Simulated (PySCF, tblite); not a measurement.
# C₁₀H₂₆Si₁₀: electronic excitations, NMR shifts, part 2 of 2

tblite 0.8.0 and PySCF 2.14.0. Atoms count from 0.

## (5) NMR shifts: GIAO KT3/pcSseg-1

Job settings and geometry (Å):

```
{"job": {"kind": "nmr", "xc": "KT3", "basis": "pcSseg-1", "pop": false}, "charge": 0, "multiplicity": 1}
C     -3.072561    -0.838377     0.923573
Si    -3.127226    -0.862102    -0.984428
C     -3.080986     0.913633    -1.657077
Si    -3.100175     0.927405     1.614969
C      1.573359    -1.722102    -1.651088
C     -1.573052    -1.721957    -1.651315
C      3.072237    -0.838288     0.923718
Si     3.127453    -0.862037    -0.984280
C     -0.000237    -0.881709     0.938174
Si     0.000112    -0.864805    -0.991323
Si     1.550884    -1.747783     1.606599
Si    -1.551394    -1.747874     1.606486
C      3.080997     0.913638    -1.656791
C      0.000140     0.955187    -1.592713
C      1.565154     1.791333     0.917031
Si     1.565747     1.847284    -0.989171
Si     3.099997     0.927495     1.615223
C     -1.565400     1.791522     0.916834
Si    -1.565644     1.847303    -0.989392
Si    -0.000182     0.923150     1.568484
H     -3.957283    -1.355237     1.292740
H     -4.352243    -1.559720    -1.451769
H     -3.063321     0.899687    -2.743956
H     -3.987477     1.439642    -1.370906
H     -4.340649     1.632687     1.228955
H     -3.086753     0.922004     3.090686
H      1.580099    -1.709318    -2.738398
H      1.573575    -2.767825    -1.355699
H     -1.579745    -1.709135    -2.738635
H     -1.573379    -2.767710    -1.356131
H      3.956976    -1.355254     1.292761
H      4.353057    -1.559076    -1.451238
H      1.574493    -1.726542     3.082648
H      1.589389    -3.175246     1.221982
H     -1.575151    -1.727224     3.082707
H     -1.590247    -3.175260     1.221638
H      3.063667     0.899322    -2.743605
H      3.987216     1.439960    -1.370449
H      0.000350     0.956791    -2.682735
H      1.557640     2.815640     1.286045
H      1.592202     3.252492    -1.471584
H      4.339789     1.633582     1.229391
H      3.086695     0.921124     3.090973
H     -1.558249     2.815861     1.285799
H     -1.592034     3.252218    -1.472190
H     -0.000096     0.975427     3.057514
```

Method: GIAO KT3/pcSseg-1 NMR shielding, non-relativistic, gas phase.

The log of the run:

```text
start: PBE on a coarse grid of 40172 points
cycle   1  E = -3289.0822915553  dE =  2.262e+00  |g| = 1.427e+00  |ddm| = 7.144e+00
cycle   2  E = -3287.9384703620  dE =  1.144e+00  |g| = 2.439e+00  |ddm| = 4.299e+00
cycle   3  E = -3289.5145329214  dE = -1.576e+00  |g| = 5.104e-01  |ddm| = 3.720e+00
cycle   4  E = -3289.5888971478  dE = -7.436e-02  |g| = 1.082e-01  |ddm| = 1.046e+00
cycle   5  E = -3289.5912037264  dE = -2.307e-03  |g| = 5.895e-02  |ddm| = 2.248e-01
cycle   6  E = -3289.5921476518  dE = -9.439e-04  |g| = 1.347e-02  |ddm| = 9.747e-02
cycle   7  E = -3289.5921959268  dE = -4.828e-05  |g| = 3.896e-03  |ddm| = 2.343e-02
final grid: 324102 points
cycle   8  E = -3321.4277705107  dE = -7.883e-02  |g| = 3.840e-01  |ddm| = 1.190e+00
cycle   9  E = -3321.4328582170  dE = -5.088e-03  |g| = 1.896e-01  |ddm| = 4.448e-01
cycle  10  E = -3321.4352345208  dE = -2.376e-03  |g| = 3.781e-02  |ddm| = 1.849e-01
cycle  11  E = -3321.4356290689  dE = -3.945e-04  |g| = 6.916e-03  |ddm| = 5.336e-02
cycle  12  E = -3321.4356429932  dE = -1.392e-05  |g| = 2.218e-03  |ddm| = 1.393e-02
cycle  13  E = -3321.4356451241  dE = -2.131e-06  |g| = 4.900e-04  |ddm| = 4.738e-03
cycle  14  E = -3321.4356438461  dE =  1.278e-06  |g| = 2.905e-04  |ddm| = 1.227e-03
cycle  15  E = -3321.4356437731  dE =  7.303e-08  |g| = 6.493e-05  |ddm| = 5.540e-04
converged SCF energy = -3321.4356437731

GIAO shielding tensors (ppm)
atom      isotropic    diamagn.    paramagn.     s11        s22        s33       span
  0 C      194.654     262.688     -68.034    180.481    189.797    213.683     33.202
  1 Si     384.291     882.890    -498.598    360.367    393.216    399.292     38.925
  2 C      185.691     259.796     -74.105    176.526    184.855    195.694     19.168
  3 Si     409.185     883.123    -473.938    382.502    397.351    447.701     65.199
  4 C      179.777     259.857     -80.080    174.956    181.785    182.590      7.634
  5 C      179.779     259.858     -80.079    174.955    181.784    182.598      7.644
  6 C      194.647     262.679     -68.031    180.486    189.803    213.652     33.166
  7 Si     384.283     882.893    -498.610    360.395    393.206    399.248     38.853
  8 C      187.813     269.186     -81.373    177.806    192.619    193.015     15.210
  9 Si     369.649     883.639    -513.990    356.595    374.608    377.743     21.148
 10 Si     409.421     884.838    -475.417    386.884    390.567    450.811     63.927
 11 Si     409.421     884.837    -475.417    386.872    390.544    450.846     63.974
 12 C      185.703     259.798     -74.095    176.542    184.867    195.701     19.159
 13 C      181.448     263.173     -81.725    176.358    180.315    187.672     11.314
 14 C      187.983     263.509     -75.527    179.660    186.243    198.045     18.385
 15 Si     385.903     884.179    -498.276    365.631    389.517    402.561     36.929
 16 Si     409.192     883.126    -473.934    382.515    397.378    447.683     65.168
 17 C      187.979     263.505     -75.526    179.665    186.238    198.035     18.369
 18 Si     385.906     884.177    -498.270    365.603    389.581    402.535     36.932
 19 Si     383.682     885.144    -501.463    354.571    394.737    401.736     47.165
 20 H       32.144      29.306       2.838     26.396     27.041     42.995     16.599
 21 H       26.388      29.357      -2.969     22.707     23.005     33.453     10.746
 22 H       32.025      32.557      -0.532     27.399     28.997     39.680     12.281
 23 H       31.417      30.787       0.630     26.166     28.509     39.577     13.411
 24 H       26.967      29.463      -2.495     23.247     24.010     33.645     10.398
 25 H       27.179      29.340      -2.161     23.796     24.355     33.387      9.592
 26 H       31.885      34.120      -2.235     27.907     28.943     38.803     10.896
 27 H       31.321      33.994      -2.673     27.474     28.603     37.886     10.412
 28 H       31.884      34.120      -2.235     27.908     28.943     38.803     10.895
 29 H       31.322      33.996      -2.674     27.476     28.603     37.888     10.412
 30 H       32.144      29.304       2.840     26.396     27.042     42.993     16.598
 31 H       26.388      29.357      -2.969     22.706     23.005     33.452     10.746
 32 H       27.326      31.177      -3.850     23.331     25.467     33.180      9.849
 33 H       27.079      31.550      -4.471     23.759     24.629     32.849      9.090
 34 H       27.325      31.172      -3.848     23.329     25.465     33.179      9.849
 35 H       27.079      31.551      -4.471     23.760     24.628     32.849      9.088
 36 H       32.027      32.560      -0.533     27.401     28.998     39.681     12.280
 37 H       31.419      30.788       0.631     26.168     28.510     39.579     13.411
 38 H       32.365      36.649      -4.284     27.541     30.346     39.209     11.669
 39 H       32.048      33.443      -1.395     26.740     28.213     41.191     14.451
 40 H       26.526      31.598      -5.072     22.592     24.104     32.881     10.289
 41 H       26.970      29.467      -2.497     23.249     24.012     33.649     10.400
 42 H       27.179      29.341      -2.161     23.796     24.355     33.387      9.591
 43 H       32.047      33.441      -1.395     26.739     28.212     41.190     14.452
 44 H       26.527      31.599      -5.072     22.592     24.106     32.882     10.290
 45 H       26.750      33.552      -6.802     23.015     25.583     31.653      8.638
```

It took 81 s on 2 threads of Arm Neoverse N1, shared host; peak memory 1.2 GiB.

Shifts follow as δ = σ(reference) − σ, with reference shieldings (ppm) from runs at the same level and on the same kind of geometry: $^{1}$H TMS 31.76, $^{13}$C TMS 184.7, $^{29}$Si TMS 361.7. The references are single molecules in the gas phase. Atoms listed in one row are averaged.

```tsv
atoms	environment	σ (ppm)	δ (ppm)
C4, C5	carbon bonded to 2 Si, 2 H	179.8	4.9
C13	carbon bonded to 3 Si, H	181.4	3.3
C2, C12	carbon bonded to 2 Si, 2 H	185.7	-1.0
C8	carbon bonded to 4 Si	187.8	-3.1
C14, C17	carbon bonded to 3 Si, H	188.0	-3.3
C0, C6	carbon bonded to 3 Si, H	194.7	-9.9
H21, H31	hydrogen on a silicon bonded to 3 C	26.39	5.37
H40, H44	hydrogen on a silicon bonded to 3 C	26.53	5.23
H45	hydrogen on a silicon bonded to 3 C	26.75	5.01
H24, H41	hydrogen on a silicon bonded to 2 C	26.97	4.79
H33, H35	hydrogen on a silicon bonded to 2 C	27.08	4.68
H25, H42	hydrogen on a silicon bonded to 2 C	27.18	4.58
H32, H34	hydrogen on a silicon bonded to 2 C	27.33	4.43
H27, H29	hydrogen on a carbon bonded to 2 Si	31.32	0.44
H23, H37	hydrogen on a carbon bonded to 2 Si	31.42	0.34
H26, H28	hydrogen on a carbon bonded to 2 Si	31.88	-0.12
H22, H36	hydrogen on a carbon bonded to 2 Si	32.03	-0.27
H39, H43	hydrogen on a carbon bonded to 3 Si	32.05	-0.29
H20, H30	hydrogen on a carbon bonded to 3 Si	32.14	-0.38
H38	hydrogen on a carbon bonded to 3 Si	32.37	-0.61
Si9	silicon bonded to 4 C	369.6	-8.0
Si19	silicon bonded to 3 C, H	383.7	-22.0
Si1, Si7	silicon bonded to 3 C, H	384.3	-22.6
Si15, Si18	silicon bonded to 3 C, H	385.9	-24.2
Si3, Si16	silicon bonded to 2 C, 2 H	409.2	-47.5
Si10, Si11	silicon bonded to 2 C, 2 H	409.4	-47.8
```

Ring of atoms C0, Si1, C2, Si3, C17, Si18: NICS(0) -2.1, NICS(1) -2.2, NICS(1)zz -0.6 ppm (means of both faces).

Ring of atoms C0, Si1, C5, C8, Si9, Si11: NICS(0) -2.2, NICS(1) -2.2, NICS(1)zz 1.1 ppm (means of both faces).

Ring of atoms C0, Si3, C8, Si11, C17, Si19: NICS(0) -2.7, NICS(1) -2.2, NICS(1)zz 2.5 ppm (means of both faces).

## (6) What came out

What follows sums up all 2 parts.

```
                                                                    quantity                                                                                        value
                                   strongest single infrared mode (GFN2-xTB)                                                                        866 cm⁻¹, 1212 km/mol
                                                zero-point energy (GFN2-xTB)                                                                               194.8 kcal/mol
                                               lowest singlet (PBE/def2-SVP)                                                                  5.47 eV (226 nm), f = 0.000
                                    brightest single state of those computed                                                                  state 3, 5.70 eV, f = 0.010
                                                              lowest triplet                                                                                      5.40 eV
                                       surface potential, 1st and 99th percentile                                                                           -0.29 V and 0.86 V
 $^{13}$C shifts against TMS (KT3/pcSseg-1, means over atoms taken as alike)                                                         4.9, 3.3, -1.0, -3.1, -3.3, -9.9 ppm
  $^{1}$H shifts against TMS (KT3/pcSseg-1, means over atoms taken as alike)  5.37, 5.23, 5.01, 4.79, 4.68, 4.58, 4.43, 0.44, 0.34, -0.12, -0.27, -0.29, -0.38, -0.61 ppm
$^{29}$Si shifts against TMS (KT3/pcSseg-1, means over atoms taken as alike)                                                  -8.0, -22.0, -22.6, -24.2, -47.5, -47.8 ppm
```

All 132 modes are real, so the xTB geometry is a minimum. The strongest single mode, at 866 cm⁻¹, is spread over many atoms; the largest shares are those of C8. GFN2-xTB is a fitted tight-binding method: band positions and strengths are rough. Its intensities can rank the bands wrongly. The first singlet state (HOMO→LUMO 0.99) lies at 5.47 eV and is dark; of the 6 states computed, the strongest absorption comes from state 3 at 5.70 eV. The lowest triplet lies 0.08 eV below the lowest singlet (triplets in Tamm-Dancoff, singlets in full TDDFT). At PBE/def2-SVP, counted by nearest atom on the grid, the HOMO lies on C4, C5, C13 about 9 % each, the LUMO on Si10, Si11, Si19 about 6 % each.
